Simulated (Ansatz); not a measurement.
Born–Oppenheimer molecular dynamics of a periodic cell of 16 atoms, Ge (start crystal Ge, start structure diamond, volume 1.05 times the crystal's). It goes on from the last frame of an earlier run, with new velocities.

Method: Ansatz, DFT PBEsol, scalar-relativistic, plane waves, PAW. Settings: accuracy low, cutoff 420 eV, k mesh 2x2x2, fermi-dirac smearing 0.24 eV, no spin polarisation.

```
ensemble        : NVT, Langevin thermostat
time step       : 3 fs
steps asked     : 110
set temperature : 1680 K
friction        : 0.05 /fs
seed            : 17843
```

First frame:

```xyz
16
Lattice="0.0000 5.7528 5.7528 5.7528 0.0000 5.7528 5.7528 5.7528 0.0000" Properties=species:S:1:pos:R:3
Ge 0.704 1.948 -0.429
Ge 2.336 2.488 1.891
Ge 3.118 2.575 -0.405
Ge 4.412 6.592 0.804
Ge 2.565 -0.323 1.794
Ge 4.606 1.133 3.063
Ge 4.434 3.755 3.244
Ge 8.350 4.705 4.882
Ge -0.362 2.883 3.006
Ge 0.868 4.801 4.799
Ge 2.450 5.191 2.801
Ge 2.699 7.812 2.901
Ge 3.053 2.959 5.043
Ge 4.435 3.919 6.537
Ge 6.041 5.226 4.545
Ge 5.879 7.357 6.646
```

Question: What does the run give?

Answer: The run went to its last step.

* steps done: 110
* time covered: 330 fs
* mean temperature over the second half: 1649 K
* spread of the potential energy over the second half: 21.6 meV per atom
* mean potential energy of the second half above the start: -67.7 meV per atom

A run of 0.33 ps of so small a system gives no equilibrium averages. Limits of this set-up: coarse k mesh, low accuracy level.

Question: What happens to the structure?

Answer: Mean squared displacements from the first frame to the last, about the centre of mass: Ge 0.41 Å². This is one draw of velocities; another would differ in detail.

Question: How do temperature and energy run in time?

Answer: 
```csv
time (fs),T (K),potential energy less start (eV)
0.0,1575,0.000
9.0,1452,-0.092
18.0,1022,-0.248
27.0,1357,-0.556
36.0,1410,-0.907
45.0,1344,-1.048
54.0,1178,-1.116
63.0,1454,-1.132
72.0,1483,-1.168
81.0,2119,-1.224
90.0,1523,-1.173
99.0,1294,-0.942
108.0,1423,-0.967
117.0,1276,-0.994
126.0,1307,-0.995
135.0,1155,-0.768
144.0,1044,-0.573
153.0,1651,-0.714
162.0,1370,-0.723
171.0,1541,-0.761
180.0,2008,-0.916
189.0,1891,-1.124
198.0,1708,-1.340
207.0,1366,-1.413
216.0,1348,-1.415
225.0,1327,-1.336
234.0,1902,-1.208
243.0,1770,-1.064
252.0,1262,-1.027
261.0,1226,-1.109
270.0,1746,-1.217
279.0,1749,-1.406
288.0,1658,-1.396
297.0,1414,-1.319
306.0,1684,-1.048
315.0,1958,-0.666
324.0,1980,-0.264
```

The run took 11 min on 2 threads of Intel(R) Xeon(R) 6975P-C (Granite Rapids), with other jobs on the host, peak memory 1.3 GiB.
